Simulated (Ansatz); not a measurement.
# CH4BrNSi, SMILES N=C[SiH2]Br: a single point from an input written key by key

Run with the Ansatz DFT code, driven from Python.

The script reads `input.yaml`:
```yaml
crystal:
  periodic: [false, false, false]
  atoms:
    - { symbol: "N", position_ang: [1.8636, 0.0023, 0.2157] }
    - { symbol: C, position_ang: [0.7605, -0.6746, 0.2397] }
    - { symbol: Si, position_ang: [-0.9434, 0.0231, -0.1147] }
    - { symbol: Br, position_ang: [-0.7638, 2.1888, -0.5801] }
    - { symbol: H, position_ang: [1.7068, 0.9919, -0.0246] }
    - { symbol: H, position_ang: [0.7954, -1.7478, 0.4848] }
    - { symbol: H, position_ang: [-1.574, -0.6541, -1.2785] }
    - { symbol: H, position_ang: [-1.8451, -0.1295, 1.0576] }
basis:
  gaussian: { orbitals: def2-SVP }
hamiltonian:
  xc: hf
```

The script, `deck_ch4brnsi.py`:
```python
# -*- coding: utf-8 -*-
'''CH4BrNSi through the session interface.'''

import ansatz as az

session = az.Session.from_deck('input.yaml')
data = session.plan(threads=1).execute().report

print('reference energy %16.6f eV' % data['reference_energy_ev'])
print('total energy     %16.6f eV' % data['free_energy_ev'])
print('occupied orbitals outside the frozen core (up, down):', data['n_occupied'], ' frozen:', data['n_frozen'], ' virtual:', data['n_virtual'])
symbols = ['N', 'C', 'Si', 'Br', 'H', 'H', 'H', 'H']
field = data['mean_field']
print('<S^2> =', round(abs(field['state']['spin_squared']), 4), ' all-electron relativity setting:', field['relativity'])
print('passes:', field['passes'])
if 'symmetry' in field:
    print('occupied orbitals by irrep:', field['symmetry']['occupied'])
```

Running `python deck_ch4brnsi.py` prints:
```text
reference energy    -80424.113764 eV
total energy        -80424.113764 eV
occupied orbitals outside the frozen core (up, down): [33, 33]  frozen: 0  virtual: [65, 65]
<S^2> = 0.0  all-electron relativity setting: none
passes: {'evaluations': 11, 'products': 24}
occupied orbitals by irrep: [{'A': 33}, {'A': 33}]
```

Reading the output:
- Total energies depend on the basis set; only differences at equal settings carry meaning.
- The geometry is a force-field or estimated start, not a minimum of this method, and the basis set is short of its limit.
- Timing: 1.8 s on 1 thread of Arm Neoverse V1, with other jobs on the host, peak memory 0.22 GiB.
